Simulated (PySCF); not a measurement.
# H3Sb: the cost of one run

Program: PySCF 2.14.0. Level of theory: levels as typed in each script, gas phase, geometry from GFN2-xTB. These are calculated values, not measurements.

## (1) The starting structure

SMILES `[SbH3]`, 4 atoms, charge 0, spin multiplicity 1.

Bond lengths: Sb1–H2 1.684 Å, Sb1–H3 1.684 Å, Sb1–H4 1.684 Å. Angles: H2–Sb1–H3 88.9°, H2–Sb1–H4 88.9°, H3–Sb1–H4 88.8°.

Coordinates:

```xyz
4

Sb    0.0403    0.0351    0.0132
H     0.2379   -1.4730   -0.7094
H    -1.0619   -0.6581    1.0810
H    -1.2322    0.3413   -1.0466
```

## (2) Density, bond paths and surface potential (B3LYP/def2-svp)

The input, input.py:

```python
import numpy as np
from pyscf import gto, scf, dft
from pyscf.scf import atom_ks, atom_hf
from scipy.linalg import block_diag

def solve(mol, dm0=None, hcore=None):
    mf = (dft.UKS if mol.spin else dft.RKS)(mol, xc='b3lyp')
    mf.grids.level = 3
    mf = mf.density_fit(auxbasis='def2-universal-jkfit')
    mf.conv_tol, mf.max_cycle = 1e-8, 80
    if hcore is not None:
        mf.get_hcore = lambda *args: hcore
    mf.kernel(dm0)
    if not mf.converged:
        mf = mf.newton().run(mf.mo_coeff, mf.mo_occ, max_cycle=30)
    assert mf.converged, 'SCF not converged'
    return mf

mol = gto.M(atom='''
Sb     0.04032     0.03509     0.01323
H      0.23795    -1.47300    -0.70938
H     -1.06194    -0.65811     1.08102
H     -1.23219     0.34129    -1.04656
''', basis='def2-svp', ecp={'Sb': 'def2-svp'}, charge=0, spin=0, verbose=4)
mf = solve(mol)
mf.analyze()
# spherically averaged free atoms, for the promolecule
atom_ks.AtomSphAverageRKS.init_guess_by_vsap = lambda self, mol=None: self.init_guess_by_minao(mol)  # core potentials
atm = atom_ks.get_atm_nrks(mol, xc='b3lyp')
pro = block_diag(*[(atm[a[0]][2] * atm[a[0]][3]) @ atm[a[0]][2].T for a in mol._atom])
np.savez('result.npz', e=mf.e_tot, c=mf.mo_coeff, occ=mf.mo_occ, eps=mf.mo_energy, pro=pro, dip=mf.dip_moment(verbose=0), s2=mf.spin_square()[0])
```

The run is started by

```bash
$ OMP_NUM_THREADS=1 python input.py
```

Q: Estimate wall time and peak memory on 1 thread of Arm Neoverse N1, shared host.

About 4.3 s, with a peak of 0.19 GiB.
